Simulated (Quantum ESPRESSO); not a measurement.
# GaGe (F-43m) in Quantum ESPRESSO: equation of state

Aim: energy against volume of GaGe in PBEsol, for its equilibrium volume and stiffness.

Program: Quantum ESPRESSO 7.5. These are calculated values, not measurements. Logs are shortened: lines on timing, memory, paths and dates and some standing lists are left out, and cuts for length are marked.

## (1) Starting point

Symmetry: F-43m, No. 216, cubic system. The conventional cell has a = 5.796 Å, b = 5.796 Å, c = 5.796 Å, α = 90.00°, β = 90.00°, γ = 90.00°. Ge (site symmetry -43m) has 4 Ga at 2.51 Å as nearest neighbours. Ga (site symmetry -43m) is surrounded by 4 Ge at 2.51 Å.

The cell comes from a database or a generator and needn't be the stable form of this composition.

## (2) Single point, PBEsol, 22.87 Å³/atom

pw.in

```
&CONTROL
  calculation = 'scf'
  prefix = 'pwscf'
  outdir = './tmp'
  pseudo_dir = './pseudo'
  tprnfor = .true.
  tstress = .true.
  disk_io = 'nowf'
/
&SYSTEM
  ibrav = 0
  nat = 2
  ntyp = 2
  ecutwfc = 56
  ecutrho = 448
  nbnd = 24
  occupations = 'smearing'
  smearing = 'fd'
  degauss = 0.00367493
/
&ELECTRONS
  conv_thr = 4d-10
  electron_maxstep = 120
  mixing_beta = 0.5
/
ATOMIC_SPECIES
Ge    72.6300 ge_pbesol_v1.4.uspp.F.UPF
Ga    69.7230 ga_pbesol_v1.4.uspp.F.UPF
CELL_PARAMETERS angstrom
   0.0000000000    2.8386877276    2.8386877276
   2.8386877276    0.0000000000    2.8386877276
   2.8386877276    2.8386877276    0.0000000000
ATOMIC_POSITIONS crystal
Ge     0.0000000000    0.0000000000    0.0000000000
Ga     0.2500000000    0.2500000000    0.2500000000
K_POINTS automatic
8 8 8 0 0 0
```

Potentials or basis: GBRV 1.5 PBEsol.

Command:

```console
$ OMP_NUM_THREADS=1 mpirun -n 2 pw.x -nk 2 -in pw.in > pw.out
```

pw.out:

```text
This program is part of the open-source Quantum ESPRESSO suite
     for quantum simulation of materials; please cite
[... 6 lines left out ...]
     using ibrav=0 with symmetry is DISCOURAGED, use correct ibrav instead

     K-points division:     npool     =       2
     Subspace diagonalization in iterative solution of the eigenvalue problem:
     a serial algorithm will be used

     G-vector sticks info
     --------------------
     sticks:   dense  smooth     PW     G-vecs:    dense   smooth      PW
     Sum        1789     889    265                49493    17477    2891

     Using Slab Decomposition

     bravais-lattice index     =            0
     lattice parameter (alat)  =       7.5863  a.u.
     unit-cell volume          =     308.7304 (a.u.)^3
     number of atoms/cell      =            2
     number of atomic types    =            2
     number of electrons       =        33.00
     number of Kohn-Sham states=           24
     kinetic-energy cutoff     =      56.0000  Ry
     charge density cutoff     =     448.0000  Ry
     scf convergence threshold =      4.0E-10
     mixing beta               =       0.5000
     number of iterations used =            8  plain     mixing
     Exchange-correlation= SLA  PW   PSX  PSC
                           (   1   4  10   8   0   0   0)

     celldm(1)=   7.586326  celldm(2)=   0.000000  celldm(3)=   0.000000
     celldm(4)=   0.000000  celldm(5)=   0.000000  celldm(6)=   0.000000

     crystal axes: (cart. coord. in units of alat)
               a(1) = (   0.000000   0.707107   0.707107 )
               a(2) = (   0.707107   0.000000   0.707107 )
               a(3) = (   0.707107   0.707107   0.000000 )

     reciprocal axes: (cart. coord. in units 2 pi/alat)
               b(1) = ( -0.707107  0.707107  0.707107 )
               b(2) = (  0.707107 -0.707107  0.707107 )
               b(3) = (  0.707107  0.707107 -0.707107 )

     PseudoPot. # 1 for Ge read from file:
     ge_pbesol_v1.4.uspp.F.UPF
     Pseudo is Ultrasoft + core correction, Zval = 14.0
     Generated by new atomic code, or converted to UPF format
     Using radial grid of  873 points,  6 beta functions with:
                l(1) =   0
                l(2) =   0
                l(3) =   1
                l(4) =   1
                l(5) =   2
                l(6) =   2
     Q(r) pseudized with  8 coefficients,  rinner =    1.400   1.400   1.400
                                                       1.400   1.400

     PseudoPot. # 2 for Ga read from file:
     ga_pbesol_v1.4.uspp.F.UPF
     Pseudo is Ultrasoft + core correction, Zval = 19.0
     Generated by new atomic code, or converted to UPF format
     Using radial grid of  871 points,  6 beta functions with:
                l(1) =   0
                l(2) =   0
                l(3) =   1
                l(4) =   1
                l(5) =   2
                l(6) =   2
     Q(r) pseudized with  8 coefficients,  rinner =    1.250   1.250   1.250
                                                       1.250   1.250

     atomic species   valence    mass     pseudopotential
     Ge               14.00    72.63000     Ge( 1.00)
     Ga               19.00    69.72300     Ga( 1.00)

     24 Sym. Ops. (no inversion) found

   Cartesian axes

     site n.     atom                  positions (alat units)
         1        Ge     tau(   1) = (   0.0000000   0.0000000   0.0000000  )
         2        Ga     tau(   2) = (   0.3535534   0.3535534   0.3535534  )

     number of k points=    29  Fermi-Dirac smearing, width (Ry)=  0.0037
                       cart. coord. in units 2pi/alat
        k(    1) = (   0.0000000   0.0000000   0.0000000), wk =   0.0039062
        k(    2) = (   0.0883883   0.0883883  -0.0883883), wk =   0.0312500
        k(    3) = (   0.1767767   0.1767767  -0.1767767), wk =   0.0312500
        k(    4) = (   0.2651650   0.2651650  -0.2651650), wk =   0.0312500
        k(    5) = (  -0.3535534  -0.3535534   0.3535534), wk =   0.0156250
        k(    6) = (   0.1767767   0.0000000   0.0000000), wk =   0.0234375
[... 21 lines left out ...]
        k(   28) = (  -0.7071068   0.1767767  -0.0000000), wk =   0.0468750
        k(   29) = (  -0.7071068   0.3535534   0.0000000), wk =   0.0234375

     Dense  grid:    49493 G-vectors     FFT dimensions: (  54,  54,  54)

     Smooth grid:    17477 G-vectors     FFT dimensions: (  40,  40,  40)

     Check: negative core charge=   -0.000001

     Initial potential from superposition of free atoms

     starting charge      31.9992, renormalised to      33.0000
     Starting wfcs are   21 randomized atomic wfcs +    3 random wfcs

     Self-consistent Calculation

     iteration #  1     ecut=    56.00 Ry     beta= 0.50
     Davidson diagonalization with overlap
     ethr =  1.00E-02,  avg # of iterations =  5.3

     total energy              =    -627.01034067 Ry
     estimated scf accuracy    <       2.75563655 Ry

     iteration #  2     ecut=    56.00 Ry     beta= 0.50
     Davidson diagonalization with overlap
     ethr =  8.35E-03,  avg # of iterations =  2.0
[... 43 lines left out ...]
     total energy              =    -628.15750104 Ry
     estimated scf accuracy    <       0.00000003 Ry

     iteration #  9     ecut=    56.00 Ry     beta= 0.50
     Davidson diagonalization with overlap
     ethr =  1.01E-10,  avg # of iterations =  2.1

     End of self-consistent calculation

          k = 0.0000 0.0000 0.0000 (  2133 PWs)   bands (ev):

   -86.2992 -86.2992 -86.2992 -16.5145 -16.5145 -16.5145 -16.4913 -16.4913
    -6.8872  -6.8872  -6.8872  -6.8151  -6.8151  -3.4868   9.2330   9.2330
     9.2330  10.0545  11.8979  11.8979  11.8979  15.2407  18.4160  18.4160

          k = 0.0884 0.0884-0.0884 (  2163 PWs)   bands (ev):

   -86.2992 -86.2992 -86.2992 -16.5145 -16.5140 -16.5140 -16.4911 -16.4911
    -6.8925  -6.8839  -6.8839  -6.8155  -6.8155  -3.2911   7.1545   8.9011
     8.9011  10.6623  12.3396  12.3396  12.8405  16.2604  17.3634  17.3634
[... 13 lines left out ...]
          k =-0.3536-0.3536 0.3536 (  2186 PWs)   bands (ev):

   -86.2992 -86.2992 -86.2992 -16.5146 -16.5115 -16.5115 -16.4900 -16.4900
    -6.9234  -6.8691  -6.8691  -6.8128  -6.8128  -1.3465   1.8184   7.8265
     7.8265   9.7316  12.8709  12.8709  15.6191  19.3133  20.1808  20.1808

          k = 0.1768 0.0000 0.0000 (  2169 PWs)   bands (ev):

   -86.2992 -86.2992 -86.2992 -16.5152 -16.5135 -16.5135 -16.4916 -16.4906
    -6.8977  -6.8807  -6.8807  -6.8178  -6.8139  -3.2255   7.2452   8.3408
     8.3408  11.1112  11.8889  13.1041  13.1041  16.0601  16.6149  18.6712

          k = 0.2652 0.0884-0.0884 (  2176 PWs)   bands (ev):

   -86.2992 -86.2992 -86.2992 -16.5155 -16.5125 -16.5124 -16.4917 -16.4900
    -6.9084  -6.8744  -6.8731  -6.8203  -6.8129  -2.7794   5.3875   7.7367
     7.7655  11.1570  12.1201  13.9105  13.9589  16.2715  17.8883  18.3689
[... 19 lines left out ...]
          k =-0.0884-0.2652 0.2652 (  2175 PWs)   bands (ev):

   -86.2992 -86.2992 -86.2992 -16.5144 -16.5124 -16.5121 -16.4909 -16.4901
    -6.9132  -6.8725  -6.8704  -6.8179  -6.8141  -2.3013   4.0115   6.6377
     8.3190  11.1396  13.0340  13.1159  14.7920  16.3988  17.7106  19.4813

          k = 0.0000-0.1768 0.1768 (  2183 PWs)   bands (ev):

   -86.2992 -86.2992 -86.2992 -16.5147 -16.5135 -16.5130 -16.4913 -16.4905
    -6.9012  -6.8801  -6.8768  -6.8175  -6.8145  -2.9703   5.9327   7.4361
     8.8716  11.3095  12.4398  12.5135  14.0642  16.3098  17.2771  17.6145

          k = 0.3536 0.0000 0.0000 (  2181 PWs)   bands (ev):

   -86.2992 -86.2992 -86.2992 -16.5168 -16.5111 -16.5111 -16.4924 -16.4890
    -6.9206  -6.8646  -6.8646  -6.8261  -6.8109  -2.4586   4.9675   7.1407
     7.1407  10.1384  11.9188  15.2096  15.2096  16.1971  19.2031  19.4381

          k = 0.4419 0.0884-0.0884 (  2181 PWs)   bands (ev):

   -86.2992 -86.2992 -86.2992 -16.5170 -16.5102 -16.5099 -16.4925 -16.4884
    -6.9299  -6.8587  -6.8570  -6.8288  -6.8098  -1.7997   3.5990   6.2902
     6.7788  10.3746  11.8179  15.0258  15.7664  18.5001  20.0429  20.1717
[... 7 lines left out ...]
          k =-0.0884-0.4419 0.4419 (  2188 PWs)   bands (ev):

   -86.2992 -86.2992 -86.2992 -16.5143 -16.5115 -16.5099 -16.4910 -16.4893
    -6.9292  -6.8620  -6.8564  -6.8206  -6.8148  -0.8358   2.0907   4.9263
     7.1083  10.7792  14.2358  14.8855  15.9631  16.8467  17.9059  20.5059

          k = 0.0000-0.3536 0.3536 (  2181 PWs)   bands (ev):

   -86.2992 -86.2992 -86.2992 -16.5137 -16.5121 -16.5111 -16.4904 -16.4902
    -6.9219  -6.8656  -6.8637  -6.8181  -6.8160  -1.5751   3.1145   5.2037
     7.7148  11.2662  14.0678  14.2845  14.4274  16.4670  18.5918  20.9232

          k = 0.5303-0.0000 0.0000 (  2185 PWs)   bands (ev):

   -86.2992 -86.2992 -86.2992 -16.5184 -16.5087 -16.5087 -16.4933 -16.4874
    -6.9411  -6.8480  -6.8480  -6.8360  -6.8079  -1.2576   2.8224   6.3380
     6.3380   9.6367  10.5735  17.4469  17.4469  18.5127  20.7114  21.6413

          k =-0.0884-0.6187 0.6187 (  2181 PWs)   bands (ev):

   -86.2992 -86.2992 -86.2992 -16.5181 -16.5085 -16.5082 -16.4932 -16.4873
    -6.9439  -6.8479  -6.8445  -6.8348  -6.8082  -0.5359   1.9018   5.5134
     6.2476   9.9289  11.0097  17.2471  17.6422  19.7153  20.8230  21.4053

          k = 0.0000-0.5303 0.5303 (  2201 PWs)   bands (ev):

   -86.2992 -86.2992 -86.2992 -16.5163 -16.5097 -16.5087 -16.4923 -16.4881
    -6.9380  -6.8544  -6.8475  -6.8286  -6.8117  -0.2815   1.6840   4.6656
     6.5258  10.2125  13.1863  16.5837  16.6757  17.2965  18.6813  22.8224

          k =-0.7071 0.0000 0.0000 (  2200 PWs)   bands (ev):

   -86.2992 -86.2992 -86.2992 -16.5191 -16.5076 -16.5076 -16.4937 -16.4868
    -6.9491  -6.8410  -6.8410  -6.8404  -6.8067  -0.1965   1.4356   6.0607
     6.0607   9.6892   9.8413  19.0212  19.0212  20.2863  21.5863  21.7312

          k = 0.3536 0.1768 0.0000 (  2170 PWs)   bands (ev):

   -86.2992 -86.2992 -86.2992 -16.5156 -16.5116 -16.5113 -16.4918 -16.4893
    -6.9187  -6.8677  -6.8655  -6.8230  -6.8119  -2.2271   4.2585   6.2745
     7.6013  11.5260  12.2985  13.5694  14.8751  17.0279  19.0550  19.4941

          k =-0.2652-0.4419 0.6187 (  2185 PWs)   bands (ev):

   -86.2992 -86.2992 -86.2992 -16.5149 -16.5117 -16.5101 -16.4914 -16.4892
    -6.9260  -6.8644  -6.8594  -6.8221  -6.8125  -1.4212   2.7951   5.5898
     7.0810  11.7721  12.5812  13.9481  15.3925  18.1495  18.8583  20.3079
[... 13 lines left out ...]
          k =-0.0884-0.4419 0.6187 (  2194 PWs)   bands (ev):

   -86.2992 -86.2992 -86.2992 -16.5155 -16.5111 -16.5083 -16.4920 -16.4884
    -6.9355  -6.8572  -6.8490  -6.8263  -6.8126  -0.4244   1.8598   4.8931
     6.0176  11.4053  13.3511  14.2683  16.3664  18.0289  20.7201  21.4404

          k = 0.0000-0.3536 0.5303 (  2192 PWs)   bands (ev):

   -86.2992 -86.2992 -86.2992 -16.5140 -16.5124 -16.5088 -16.4914 -16.4890
    -6.9313  -6.8611  -6.8520  -6.8228  -6.8147  -0.6728   2.1326   4.7294
     6.4053  11.8525  13.7132  14.0399  16.0740  17.3398  18.7184  22.2596

          k =-0.7071 0.1768-0.0000 (  2196 PWs)   bands (ev):

   -86.2992 -86.2992 -86.2992 -16.5175 -16.5093 -16.5076 -16.4930 -16.4875
    -6.9429  -6.8486  -6.8459  -6.8319  -6.8095  -0.1472   1.5211   5.5080
     5.5615  10.9248  11.0936  16.8106  16.9337  20.0097  20.6617  21.7849

          k =-0.7071 0.3536 0.0000 (  2208 PWs)   bands (ev):

   -86.2992 -86.2992 -86.2992 -16.5143 -16.5125 -16.5077 -16.4920 -16.4884
    -6.9356  -6.8575  -6.8476  -6.8249  -6.8143  -0.0955   1.6170   5.0698
     5.1803  13.3200  13.5334  13.8399  13.9694  20.0537  20.6574  21.7916

     the Fermi energy is     7.4074 ev

!    total energy              =    -628.15750105 Ry
     estimated scf accuracy    <          1.3E-11 Ry
     smearing contrib. (-TS)   =      -0.00062044 Ry
     internal energy E=F+TS    =    -628.15688061 Ry

     The total energy is F=E-TS. E is the sum of the following terms:
     one-electron contribution =    -526.06069864 Ry
     hartree contribution      =     281.27030050 Ry
     xc contribution           =    -105.56932561 Ry
     ewald contribution        =    -277.79715687 Ry

     convergence has been achieved in   9 iterations

     Forces acting on atoms (cartesian axes, Ry/au):

     atom    1 type  1   force =    -0.00000000    0.00000000   -0.00000000
     atom    2 type  2   force =     0.00000000    0.00000000    0.00000000

     Total force =     0.000000     Total SCF correction =     0.000000

     Computing stress (Cartesian axis) and pressure

          total   stress  (Ry/bohr**3)                   (kbar)     P=        8.25
   0.00005605  -0.00000000  -0.00000000            8.25       -0.00       -0.00
  -0.00000000   0.00005605  -0.00000000           -0.00        8.25       -0.00
  -0.00000000  -0.00000000   0.00005605           -0.00       -0.00        8.25

=------------------------------------------------------------------------------=
   JOB DONE.
=------------------------------------------------------------------------------=
```

It took 20 s on 2 MPI ranks of Arm Neoverse V1, shared host; peak memory 0.3 GiB.

What came out:

* Free energy: -8546.5182 eV
* Pressure: 0.8 GPa
* Band gap on the k mesh: none (metal or under the smearing width)

[end of part 1 of 2]
